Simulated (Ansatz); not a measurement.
## BaNaMg6 under changes of volume

One of the cells (28.946 Å³/atom); the others are scaled copies at fixed shape and fractional positions:

```
CELL_PARAMETERS angstrom
5.38615 0.00000 0.00000
0.00000 3.34056 6.43496
0.00000 -3.34056 6.43496
ATOMIC_POSITIONS crystal
Ba 0.50000 0.67770 0.67770
Mg 0.00000 0.84918 0.84918
Mg 0.00000 0.33245 0.33245
Mg 0.00000 0.30332 0.81974
Mg 0.00000 0.81974 0.30332
Mg 0.50000 0.17106 0.67783
Mg 0.50000 0.67783 0.17106
Na 0.50000 0.16872 0.16872
```

The cell comes from a database or a generator and needn't be the stable form of this composition.

```yaml
Program: Ansatz 0.2.0
Functional: PBE
Potentials_or_basis: Ansatz PAW
Cutoff: "420 eV (not typed: the program's choice for these potentials)"
k_mesh: 5 × 5 × 5
Occupations: fermi-dirac, width 0.05 eV
Spin: no spin polarisation
```

| volume (Å³/atom) | energy over the lowest point (meV/atom) | pressure (GPa) | largest force (eV/Å) |
| --- | --- | --- | --- |
| 27.209 | 8.72 | 1.6 | 0.080 |
| 27.788 | ? | ? | ? |
| 28.367 | 1.06 | 0.5 | 0.070 |
| 28.946 | 0.00 | 0.1 | 0.083 |
| 29.525 | 0.55 | -0.4 | 0.094 |
| 30.103 | 2.57 | -0.7 | 0.105 |
| 30.682 | 5.91 | -1.1 | 0.119 |

**Question.** What does the run at 27.788 Å³/atom give?

**Answer.** Energy over the lowest point 3.91 meV/atom; pressure 1.1 GPa; largest force 0.065 eV/Å.

Worked out: A Birch-Murnaghan fit of order 3 (a polynomial in V^(-2/3)) to the other rows has its minimum at 29.03 Å³/atom with B0 = V·E''(V) = 22 GPa and B' = 3.9 at fixed shape and positions, which overstates the stiffness. It gives 3.90 meV/atom at 27.788 Å³/atom, against the run's 3.91, and -dE/dV = 1.1 GPa, against 1.1.

Energies are extrapolated to zero smearing.
